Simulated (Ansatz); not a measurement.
Write a Python script for the Python package of Ansatz (0.2.0) that makes a ladder of methods at one geometry of BrCl2HOSn, SMILES [OH][Sn]([Cl])([Cl])[Br]. Level of theory (for the species named): PBE0, def2-SVP basis, multiplicity 1. The script varies functional: pbe0, hf, cam_b3lyp, revpbe.

```tsv
atom	x (Å)	y (Å)	z (Å)
O	-0.6395	0.3872	1.4915
Sn	0.2309	-0.2081	-0.1542
Cl	2.0565	-1.5208	0.4423
Cl	-1.1817	-1.4837	-1.4462
Br	1.0174	1.7674	-1.5188
H	-1.4414	0.9940	1.1393
```

`methods_brcl2hosn.py`
```python
"""One geometry of BrCl2HOSn, method by method."""

from pathlib import Path
import logging
import sys

import ansatz
import numpy as np

logging.basicConfig(stream=sys.stdout, format="%(levelname)s:%(name)s:%(message)s")
logger = logging.getLogger("brcl2hosn")
logger.setLevel(logging.INFO)

GEOMETRY = """
O    -0.63950    0.38720    1.49150
Sn    0.23090   -0.20810   -0.15420
Cl    2.05650   -1.52080    0.44230
Cl   -1.18170   -1.48370   -1.44620
Br    1.01740    1.76740   -1.51880
H    -1.44140    0.99400    1.13930
"""

brcl2hosn = ansatz.Crystal.molecule()
for line in GEOMETRY.strip().splitlines():
    symbol, *xyz = line.split()
    brcl2hosn = brcl2hosn.atom(symbol, [float(v) for v in xyz])

calc = brcl2hosn.calculation().basis(gaussian="def2-SVP")

logger.info("functional    E (Ha)        dipole (D)   HOMO (eV)  LUMO (eV)")
for name in ["pbe0", "hf", "cam_b3lyp", "revpbe"]:
    summary = calc.functional(name).forces().orbitals().run(threads=1, pin="off", runs_dir="runs").report
    lines = Path(summary["orbitals_path"]).read_text().splitlines()
    field_of = lambda key: [line.split("=")[1].strip() for line in lines if line.startswith(key)]
    orbitals = [(27.211386 * float(e), s, float(n)) for e, s, n in zip(field_of("Ene="), field_of("Spin="), field_of("Occup="))]
    homo = max(e for e, _, n in orbitals if n > 0.5)
    lumo = min(e for e, _, n in orbitals if n < 0.5)
    dipole = 4.803205 * np.linalg.norm(summary["charge_distribution"]["dipole_moment_e_ang"])
    logger.info(f"{name:10s} {summary['free_energy_ev'] / 27.211386246:14.6f} {dipole:9.3f} {homo:11.3f} {lumo:10.3f}")
```

Output of `python methods_brcl2hosn.py`:
```text
INFO:brcl2hosn:functional    E (Ha)        dipole (D)   HOMO (eV)  LUMO (eV)
INFO:brcl2hosn:pbe0         -3783.481304     1.837      -8.911     -3.159
INFO:brcl2hosn:hf           -3779.678831     1.938     -12.044      0.555
INFO:brcl2hosn:cam_b3lyp    -3784.256592     1.814     -10.167     -2.074
INFO:brcl2hosn:revpbe       -3783.782635     1.774      -7.436     -3.861
```

Caveats:
- These settings explore the input space; basis and method may be short of convergence.
- The geometry is a force-field or estimated start, not a minimum of this method, and the basis set is short of its limit. A lower total doesn't mark the better method: functionals have no common bound, and MP2 and coupled cluster aren't variational.
- def2 sets replace the cores of elements past krypton by effective core potentials.
- Levels such as HOMO and LUMO are orbital energies: with these approximate functionals they aren't the ionisation energy and electron affinity, and their gap isn't the fundamental gap.
- Finished in 25 s on 1 thread of Arm Neoverse V1, with other jobs on the host, peak memory 0.42 GiB.
